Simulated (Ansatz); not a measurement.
# Ca2TlGa2B2: the cost of one run

Method: DFT PBE, scalar-relativistic, plane waves, PAW, in Ansatz 0.2.0.

1 further run of the same task is left out (it didn't finish).

### 1 The structure to begin with

Symmetry: P3m1, No. 156, trigonal system. The conventional cell has a = 3.475 Å, b = 3.475 Å, c = 16.088 Å, α = 90.00°, β = 90.00°, γ = 120.00°. Ca (site symmetry 3m) is surrounded by 6 B at 2.90 Å. Ca (site symmetry 3m) has 3 B at 2.90 Å in its first shell of neighbours. Around Tl (site symmetry 3m) lie 3 B at 3.00 Å. Ga (site symmetry 3m) is surrounded by 3 Ga at 2.84 Å. Around B (site symmetry 3m) lie 3 Ca at 2.90 Å and 3 Tl at 3.00 Å. B (site symmetry 3m) is surrounded by 6 Ca at 2.90 Å.

Coordinates:

```
CELL_PARAMETERS angstrom
3.47474 0.00000 0.00000
-1.73737 3.00921 0.00000
0.00000 0.00000 16.08761
ATOMIC_POSITIONS crystal
Ca 0.33333 0.66667 0.12986
Ca 0.00000 0.00000 0.38958
Tl 0.66667 0.33333 0.86104
Ga 0.66667 0.33333 0.55860
Ga 0.33333 0.66667 0.68380
B 0.00000 0.00000 0.00000
B 0.66667 0.33333 0.25972
```

A structure generator made this guess: close-packed layers stacked ABCACBC|A (P3m1, No. 156). The dimensions are guesses.

### 2 The guess as it stands, on a coarse mesh

input.yaml reads:

```yaml
crystal:
  lattice:
    - [3.47474041, 0.0, 0.0]
    - [-1.73737021, 3.00921347, 0.0]
    - [0.0, 0.0, 16.08760519]
  atoms:
    - { symbol: Ca, position: [0.33333333, 0.66666667, 0.12986034] }
    - { symbol: Ca, position: [0.0, 0.0, 0.38958102] }
    - { symbol: Tl, position: [0.66666667, 0.33333333, 0.8610424] }
    - { symbol: Ga, position: [0.66666667, 0.33333333, 0.55860407] }
    - { symbol: Ga, position: [0.33333333, 0.66666667, 0.68380112] }
    - { symbol: B, position: [0.0, 0.0, 0.0] }
    - { symbol: B, position: [0.66666667, 0.33333333, 0.25972068] }
basis:
  ecutwfc: 420
kpoints:
  mp_grid: { grid: [6, 6, 1] }
hamiltonian:
  xc: pbe
scf:
  occupations: { method: gaussian, width: 0.1 }
  lower_state_search: "off"
output:
  forces: true
  stress: true
  eigenvalues: true
```

Started as:

```bash
$ ansatz run input.yaml --threads 1 --pin off --max-ram 2560MiB --backend cpu --events-out ev --progress --plain --runs-dir out
```

What time and memory should one allow on 1 thread of Intel Xeon at 2.50GHz (Skylake/Cascade Lake), shared host?

About 10 s, with a peak of 0.4 GiB.
